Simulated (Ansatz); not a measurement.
# Cd3Se (I4/mmm) in Ansatz: further runs

Runs on Cd3Se. Level: r2SCAN. Tasks: single point, equation of state.

All numbers are computed with Ansatz 0.2.0; they aren't measurements. Logs are shortened: lines on timing, memory, paths and dates and some standing lists are left out, and cuts for length are marked.

## 1. The crystal as given

It takes space group I4/mmm (No. 139, tetragonal). Conventional cell: a = 4.082 Å, b = 4.082 Å, c = 12.174 Å, α = 90.00°, β = 90.00°, γ = 90.00°. Cd (site symmetry 4/mmm) has 4 Se at 2.89 Å as nearest neighbours. Cd (site symmetry -4m2) has 4 Cd at 2.89 Å as nearest neighbours. Se (site symmetry 4/mmm) has 4 Cd at 2.89 Å as nearest neighbours.

The cell comes from a database or a generator and needn't be the stable form of this composition.

## 2. Single point, r2SCAN, 23.83 Å³/atom (volume scaled by 0.94)

Input file input.yaml:

```yaml
crystal:
  lattice:
    - [-1.9992892073, 1.9992892073, 5.9628190106]
    - [1.9992892073, -1.9992892073, 5.9628190106]
    - [1.9992892073, 1.9992892073, -5.9628190106]
  atoms:
    - { symbol: Cd, position: [0.5, 0.5, 0.0] }
    - { symbol: Cd, position: [0.25, 0.75, 0.5] }
    - { symbol: Cd, position: [0.75, 0.25, 0.5] }
    - { symbol: Se, position: [0.0, 0.0, 0.0] }
hamiltonian:
  xc: r2scan
  pseudopotentials: { kind: paw }
kpoints:
  mp_grid: { grid: [9, 9, 9] }
scf:
  occupations: { method: fermi_dirac, width: 0.05 }
output:
  forces: true
  stress: true
  eigenvalues: true
  write_density: true
  write_potential: true
  elf: true
  volumetric_format: npy
```

Potentials or basis: Ansatz PAW.

Started as:

```
> ansatz run input.yaml --threads 2 --pin off --max-ram 5632MiB --backend cpu --events-out ev --progress --plain --runs-dir out
```

What it wrote:

```text
Warning: RAYON_NUM_THREADS=2 ignored (pool sized by the plan → 2); use --threads N
Engine: ansatz 0.2.0, aarch64-unknown-linux-gnu
Pseudopotentials: kind: paw
Pseudopotential: Cd, paw, valence charge 20, recommended cutoff 500 eV (meta_gga), Cd.paw.azcp
Pseudopotential: Se, paw, valence charge 16, recommended cutoff 500 eV (meta_gga), Se.paw.azcp
Functional definition: r2SCAN
  parameter k0 = 0.174
  parameter k1 = 0.065
  parameter a1 = 4.9479
  exchange = r2scan_x(k0 = k0, k1 = k1, a1 = a1)
  correlation = r2scan_c
Crystal: 4 atoms, lattice volume = 95.337 Å³
Basis set: ecut = 500 eV, 2405 PW (Γ), exchange–correlation on 200×200×200 points (64 copies of the dense FFT grid, shifted against one another)
Bands: 46, of which v1, the nominal top of the filled ones, is band 38 counted from 1 (37 counted from 0)
Symmetry: 16 space group operations
Space group: I4/mmm (ITA 139), of the structure as read, at distance tolerance 4.6e-5 Å
k-points: 75 of 729
Non-local potential: Cd, projectors of the file, l = 0: 3, l = 1: 2, l = 2: 2, l = 3: 1
Non-local potential: Se, projectors of the file, l = 0: 2, l = 1: 2, l = 2: 3, l = 3: 1
PAW form: soft (Blöchl's): semilocal exchange-correlation on the pseudo side does not see the compensation charge
PAW frozen core: Cd, regenerated for the run's functional (the file was generated under x = pbe(κ = 0.804, μ = 0.2195149727645171), c = pbe(β = 0.06672455060314922))
PAW frozen core: Se, regenerated for the run's functional (the file was generated under x = pbe(κ = 0.804, μ = 0.2195149727645171), c = pbe(β = 0.06672455060314922))
PAW one-centre angular grid: Cd, 590 points (default); XC on 160 Gauss nodes
PAW one-centre angular grid: Se, 590 points (default); XC on 160 Gauss nodes
Initial density: superposition of atomic densities (neutral atoms: chi_scale 0, normalization atom), corrected by the library's trained network
Initial wavefunctions: pseudopotential atomic-orbital guess
Functional: x = r2scan, c = r2scan; τ floored in thin density (d = 2e-4 eV/Å³)
SCF iter   1: F=—  HF=-30283.024162 eV  |F-HF|=—  |Δ(HF+E_count)|=         —  Δρ=6.71e-3  dr2=4.09e-2  dr2_τ=1.90e-2  ethr=1.77e-3  ⟨swp⟩=6.2  Hψ=12143  notcnv=0  defer=22
preconditioner: auto → Kerker (q_TF=auto, 2.627 Å⁻¹)  [metal: Δε(μ)=0.006 eV  Ē_g=12.951 eV  σ=0.050 eV  W_gap=0.03  n_scr=32 (ndim 8)  ℏωp=24.6 eV  f_vac=0.000  D(μ)=0.93/eV (n_scr^D=2)]
SCF iter   2: F=—  HF=-30283.035172 eV  |F-HF|=—  |Δ(HF+E_count)|=   1.10e-2  Δρ=4.11e-3  dr2=1.53e-2  dr2_τ=1.00e-3  ethr=5.38e-5  ⟨swp⟩=2.4  Hψ=6226  notcnv=0  defer=158
SCF iter   3: F=—  HF=-30283.034635 eV  |F-HF|=—  |Δ(HF+E_count)|=   5.38e-4  Δρ=1.09e-3  dr2=1.89e-3  dr2_τ=3.64e-5  ethr=2.02e-5  ⟨swp⟩=2.0  Hψ=5566  notcnv=0  defer=158
SCF iter   4: F=—  HF=-30283.034488 eV  |F-HF|=—  |Δ(HF+E_count)|=   1.47e-4  Δρ=4.66e-4  dr2=1.53e-4  dr2_τ=1.38e-5  ethr=2.49e-6  ⟨swp⟩=2.0  Hψ=5249  notcnv=0  defer=158
SCF iter   5: F=—  HF=-30283.034611 eV  |F-HF|=—  |Δ(HF+E_count)|=   1.23e-4  Δρ=1.23e-4  dr2=1.90e-5  dr2_τ=4.88e-7  ethr=2.02e-7  ⟨swp⟩=2.0  Hψ=5095  notcnv=0  defer=158
SCF iter   6: F=—  HF=-30283.034689 eV  |F-HF|=—  |Δ(HF+E_count)|=   7.83e-5  Δρ=4.47e-5  dr2=1.98e-6  dr2_τ=6.08e-8  ethr=2.49e-8  ⟨swp⟩=2.0  Hψ=4873  notcnv=0  defer=158
SCF iter   7: F=—  HF=-30283.034690 eV  |F-HF|=—  |Δ(HF+E_count)|=   5.80e-7  Δρ=1.43e-5  dr2=3.94e-7  dr2_τ=7.01e-9  ethr=2.61e-9  ⟨swp⟩=2.0  Hψ=5919  notcnv=0  defer=158
SCF iter   8: F=-30283.034690 eV  HF=-30283.034690 eV  |F-HF|=1.02e-8  |Δ(HF+E_count)|=   5.11e-8  Δρ=4.80e-6  dr2=5.97e-8  dr2_τ=6.35e-10  ethr=1.32e-10  ⟨swp⟩=12.6  Hψ=21828  notcnv=0
SCF 1 converged in 8 iterations: F = -30283.034690 eV  dr2 = 5.97e-8
SCF converged after 8 iterations
Free energy (F): -30283.034690 eV
Harris-Foulkes:  -30283.034690 eV  (|F-HF|=1.02e-8)
Internal energy: -30283.027139 eV  (E = F + TS)
E sigma→0 (E₀):  -30283.030914 eV
Entropy (-TS):   -0.007551 eV (-1.888 meV/atom)
Fermi energy:    11.740014 eV
--- Per-component energies (eV) ---
  E_band       = -1749.627660
  E_kinetic    = 1635.984314
  E_local      = -11807.347348  (includes V_loc(G=0)·N_el)
  E_nonlocal   = -495.215818
  E_hartree    = 5588.903246
  E_xc         = -603.829449
  E_vxc        = -844.850153  (∫ρ·V_xc dr)
  E_paw        = -14240.946287  (= ΣΔE_a)
  E_vpaw       = -1473.715175  (= ΣTr[D̂ρ^β])
  E_aug_tail   = -0.000186  (compensation charges beyond the density's cutoff)
  E_vtau       = 57.716877  (kinetic-family band-sum trace: ∫τ·v_τ [+ j·A + Jᵃ·Aᵃ] dr)
  E_ewald      = -10357.116529
  E_core_change = -3.459082  (= ΣΔE_core)
  E_smearing   = -0.007551  (= −TS)
  E_closure    = 0.000000  (closes the sum)
  Σ components = -30283.034690   (vs F -30283.034690, Δ=0.00e0)
--- Forces (eV/Å), atoms counted from 1 ---
  atom   1  Cd    -0.00000000     0.00000000    -0.00000000
  atom   2  Cd     0.00000000    -0.00000000     0.00000000
  atom   3  Cd    -0.00000000    -0.00000000     0.00000000
  atom   4  Se     0.00000000     0.00000000     0.00000000
  max |Σ_I F_I| component: 6.07e-18 eV/Å
--- Stress (GPa, compression-positive) ---
        0.074695       0.000000       0.000000
        0.000000       0.074695       0.000000
        0.000000       0.000000       1.331964
  P = ⅓ Tr σ = 0.4938 GPa (4.938 kbar)
--- Band table (eV; the first three rows and the last of 75) ---
  k-point 0: bands = ["-94.0837", "-94.0736", "-94.0646", "-54.2656", "-54.2521", "-54.2521", "-54.2133", "-54.2016", "-54.1961", "-54.1961", "-54.1852", "-54.1852", "-36.7725", "-36.7683", "-36.7002", "-36.7002", "-36.6797", "-2.1705", "1.3876", "1.6598", "1.8220", "2.2852", "2.2852", "2.4471", "2.5373", "2.5436", "2.5510", "2.5510", "2.9698", "2.9698", "2.9786", "3.2541", "3.7522", "5.7194", "7.6245", "9.3281", "9.3281", "11.4402", "14.1714", "14.5371", "14.5371", "16.7084", "16.7883", "19.6054", "20.8527", "20.8527"]
  k-point 1: bands = ["-94.0831", "-94.0742", "-94.0646", "-54.2656", "-54.2529", "-54.2437", "-54.2127", "-54.2023", "-54.1962", "-54.1961", "-54.1938", "-54.1845", "-36.7725", "-36.7682", "-36.7002", "-36.7002", "-36.6797", "-2.0616", "1.4755", "1.7631", "1.9395", "2.2504", "2.3638", "2.4607", "2.4685", "2.5340", "2.5371", "2.5671", "2.8465", "2.9343", "2.9790", "3.1854", "3.5657", "5.7610", "7.8956", "8.8258", "9.0416", "12.6933", "12.9746", "13.3386", "15.2542", "16.9932", "18.5708", "18.6441", "20.2819", "21.3450"]
  k-point 2: bands = ["-94.0816", "-94.0757", "-94.0646", "-54.2656", "-54.2548", "-54.2223", "-54.2156", "-54.2109", "-54.2041", "-54.1963", "-54.1962", "-54.1829", "-36.7725", "-36.7681", "-36.7002", "-36.7002", "-36.6796", "-1.8263", "1.6125", "2.0417", "2.1859", "2.2574", "2.3953", "2.4872", "2.5088", "2.5327", "2.5680", "2.5718", "2.6367", "2.6889", "2.9910", "3.0156", "3.2591", "6.0060", "8.3688", "8.5417", "8.5455", "11.7137", "12.0845", "14.0484", "15.3033", "16.5405", "17.3573", "19.7090", "21.0024", "21.4262"]
  k-point 74: bands = ["-94.0834", "-94.0739", "-94.0647", "-54.2655", "-54.2502", "-54.2501", "-54.2131", "-54.2020", "-54.1961", "-54.1961", "-54.1873", "-54.1872", "-36.7725", "-36.7682", "-36.7002", "-36.7002", "-36.6797", "-2.0759", "1.4418", "1.7020", "1.8798", "2.2028", "2.2149", "2.4133", "2.5080", "2.6086", "2.6585", "2.6775", "2.9335", "2.9431", "2.9996", "3.2176", "3.6509", "4.7428", "8.2399", "9.3406", "10.6120", "10.8086", "13.7759", "14.8666", "15.1869", "16.7086", "16.9034", "18.7261", "19.9437", "20.7117"]
```

rho_z.tsv:

```text
# z_ang	rho[e/angstrom^3]
# format = ansatz-planar-average/11
# lattice	-1.999289207	1.999289207	5.962819011
# lattice	1.999289207	-1.999289207	5.962819011
# lattice	1.999289207	1.999289207	-5.962819011
# sites	4
# site	48	0.000000000	0.000000000	5.962819011
# site	48	1.999289207	0.000000000	2.981409505
# site	48	0.000000000	1.999289207	2.981409505
# site	34	0.000000000	0.000000000	0.000000000
0.000000	1.249832e0
0.131984	1.228995e0
0.263968	1.169473e0
0.395952	1.079414e0
0.527937	9.700119e-1
0.659921	8.529936e-1
[... 42 lines left out ...]
6.335238	1.169473e0
6.467222	1.228995e0
```

Run time: 34 s. Hardware: 2 threads of Arm Neoverse V1, shared host; peak memory 1.1 GiB.

What came out:

```
Free energy            : -30283.0347 eV
Pressure               : 0.5 GPa
Band gap on the k mesh : none (metal or under the smearing width)
```

Caveat: the PAW data sets come from PBE, with cores solved anew for the run's functional, which leaves a small shift of forces and pressure.

## 3. Single point, r2SCAN, 24.34 Å³/atom (volume scaled by 0.96)

Edit input.yaml of step 2 so:

```diff
@@ -2,5 +2,5 @@
   lattice:
-    - [-1.9992892073, 1.9992892073, 5.9628190106]
-    - [1.9992892073, -1.9992892073, 5.9628190106]
-    - [1.9992892073, 1.9992892073, -5.9628190106]
+    - [-2.0133691727, 2.0133691727, 6.0048120774]
+    - [2.0133691727, -2.0133691727, 6.0048120774]
+    - [2.0133691727, 2.0133691727, -6.0048120774]
   atoms:
@@ -21,5 +21 @@
   eigenvalues: true
-  write_density: true
-  write_potential: true
-  elf: true
-  volumetric_format: npy
```

Potentials or basis: Ansatz PAW.

Started as:

```
> ansatz run input.yaml --threads 2 --pin off --max-ram 5632MiB --backend cpu --events-out ev --progress --plain --runs-dir out
```

It took 24 s on 2 threads of Arm Neoverse V1, shared host; peak memory 0.72 GiB.

Results (log left out):

```yaml
Free_energy: -30283.0344 eV
Pressure: -0.5 GPa
Band_gap_on_the_k_mesh: none (metal or under the smearing width)
```

Caveat: the PAW data sets come from PBE, with cores solved anew for the run's functional, which leaves a small shift of forces and pressure.

## 4. Single point, r2SCAN, 24.85 Å³/atom (volume scaled by 0.98)

Edit input.yaml of step 3 so:

```diff
@@ -2,5 +2,5 @@
   lattice:
-    - [-2.0133691727, 2.0133691727, 6.0048120774]
-    - [2.0133691727, -2.0133691727, 6.0048120774]
-    - [2.0133691727, 2.0133691727, -6.0048120774]
+    - [-2.0272549161, 2.0272549161, 6.0462258831]
+    - [2.0272549161, -2.0272549161, 6.0462258831]
+    - [2.0272549161, 2.0272549161, -6.0462258831]
   atoms:
@@ -21 +21,5 @@
   eigenvalues: true
+  write_density: true
+  write_potential: true
+  elf: true
+  volumetric_format: npy
```

Started as:

```
> ansatz run input.yaml --threads 2 --pin off --max-ram 5632MiB --backend cpu --events-out ev --progress --plain --runs-dir out
```

It took 35 s on 2 threads of Arm Neoverse V1, shared host; peak memory 1.1 GiB.

Results (log left out):

| Item | Value |
| --- | --- |
| Free energy | -30283.0220 eV |
| Pressure | -1.4 GPa |
| Band gap on the k mesh | none (metal or under the smearing width) |

Caveat: the PAW data sets come from PBE, with cores solved anew for the run's functional, which leaves a small shift of forces and pressure.

## 5. Single point, r2SCAN, 25.36 Å³/atom

Edit input.yaml of step 4 so:

```diff
@@ -2,5 +2,5 @@
   lattice:
-    - [-2.0272549161, 2.0272549161, 6.0462258831]
-    - [2.0272549161, -2.0272549161, 6.0462258831]
-    - [2.0272549161, 2.0272549161, -6.0462258831]
+    - [-2.040953, 2.040953, 6.08708]
+    - [2.040953, -2.040953, 6.08708]
+    - [2.040953, 2.040953, -6.08708]
   atoms:
@@ -21,5 +21 @@
   eigenvalues: true
-  write_density: true
-  write_potential: true
-  elf: true
-  volumetric_format: npy
```

Started as:

```
> ansatz run input.yaml --threads 2 --pin off --max-ram 5632MiB --backend cpu --events-out ev --progress --plain --runs-dir out
```

It took 24 s on 2 threads of Arm Neoverse V1, shared host; peak memory 0.73 GiB.

The run converged. Its results:

| Item | Value |
| --- | --- |
| Free energy | -30282.9991 eV |
| Pressure | -2.2 GPa |
| Band gap on the k mesh | none (metal or under the smearing width) |

Caveat: the PAW data sets come from PBE, with cores solved anew for the run's functional, which leaves a small shift of forces and pressure.

## 6. Single point, r2SCAN, 25.86 Å³/atom (volume scaled by 1.02)

Edit input.yaml of step 5 so:

```diff
@@ -2,5 +2,5 @@
   lattice:
-    - [-2.040953, 2.040953, 6.08708]
-    - [2.040953, -2.040953, 6.08708]
-    - [2.040953, 2.040953, -6.08708]
+    - [-2.0544696389, 2.0544696389, 6.1273929629]
+    - [2.0544696389, -2.0544696389, 6.1273929629]
+    - [2.0544696389, 2.0544696389, -6.1273929629]
   atoms:
```

Potentials or basis: Ansatz PAW.

Started as:

```
> ansatz run input.yaml --threads 2 --pin off --max-ram 5632MiB --backend cpu --events-out ev --progress --plain --runs-dir out
```

It took 24 s on 2 threads of Arm Neoverse V1, shared host; peak memory 0.74 GiB.

Results (log left out):

| Item | Value |
| --- | --- |
| Free energy | -30282.9668 eV |
| Pressure | -2.9 GPa |
| Band gap on the k mesh | none (metal or under the smearing width) |

Caveat: the PAW data sets come from PBE, with cores solved anew for the run's functional, which leaves a small shift of forces and pressure.

## 7. Single point, r2SCAN, 26.37 Å³/atom (volume scaled by 1.04)

Edit input.yaml of step 6 so:

```diff
@@ -2,5 +2,5 @@
   lattice:
-    - [-2.0544696389, 2.0544696389, 6.1273929629]
-    - [2.0544696389, -2.0544696389, 6.1273929629]
-    - [2.0544696389, 2.0544696389, -6.1273929629]
+    - [-2.0678107247, 2.0678107247, 6.1671823438]
+    - [2.0678107247, -2.0678107247, 6.1671823438]
+    - [2.0678107247, 2.0678107247, -6.1671823438]
   atoms:
```

Started as:

```
> ansatz run input.yaml --threads 2 --pin off --max-ram 5632MiB --backend cpu --events-out ev --progress --plain --runs-dir out
```

Run time: 25 s. Hardware: 2 threads of Arm Neoverse V1, shared host; peak memory 0.77 GiB.

The run converged. Its results:

```
Free energy            : -30282.9265 eV
Pressure               : -3.5 GPa
Band gap on the k mesh : none (metal or under the smearing width)
```

Caveat: the PAW data sets come from PBE, with cores solved anew for the run's functional, which leaves a small shift of forces and pressure.

## 8. Single point, r2SCAN, 26.88 Å³/atom (volume scaled by 1.06)

Edit input.yaml of step 7 so:

```diff
@@ -2,5 +2,5 @@
   lattice:
-    - [-2.0678107247, 2.0678107247, 6.1671823438]
-    - [2.0678107247, -2.0678107247, 6.1671823438]
-    - [2.0678107247, 2.0678107247, -6.1671823438]
+    - [-2.0809818488, 2.0809818488, 6.2064648191]
+    - [2.0809818488, -2.0809818488, 6.2064648191]
+    - [2.0809818488, 2.0809818488, -6.2064648191]
   atoms:
```

Started as:

```
> ansatz run input.yaml --threads 2 --pin off --max-ram 5632MiB --backend cpu --events-out ev --progress --plain --runs-dir out
```

Run time: 25 s. Hardware: 2 threads of Arm Neoverse V1, shared host; peak memory 0.8 GiB.

It converged, with:

* Free energy: -30282.8790 eV
* Pressure: -4.0 GPa
* Band gap on the k mesh: none (metal or under the smearing width)

Caveat: the PAW data sets come from PBE, with cores solved anew for the run's functional, which leaves a small shift of forces and pressure.

## 9. Equation of state, r2SCAN

Potentials or basis: Ansatz PAW.

No new run: the results of the series are fitted here.

What came out:

| Quantity | Value |
| --- | --- |
| Equilibrium volume | 24.07 Å³/atom |
| Bulk modulus at fixed shape and positions | 48 GPa |
| Pressure derivative of the bulk modulus | 5.2 |

Energy against volume, from the lowest point:
```tsv
volume (Å³/atom)	energy (meV/atom)
23.834	0.00
24.341	0.08
24.849	3.17
25.356	8.90
25.863	16.96
26.370	27.06
26.877	38.92
```

Caveat: the cell was scaled at fixed shape and fractional positions, which overstates the stiffness of a crystal with free parameters, most of all of layers and chains; the PAW data sets were made with another functional, which shifts forces and pressure a little.
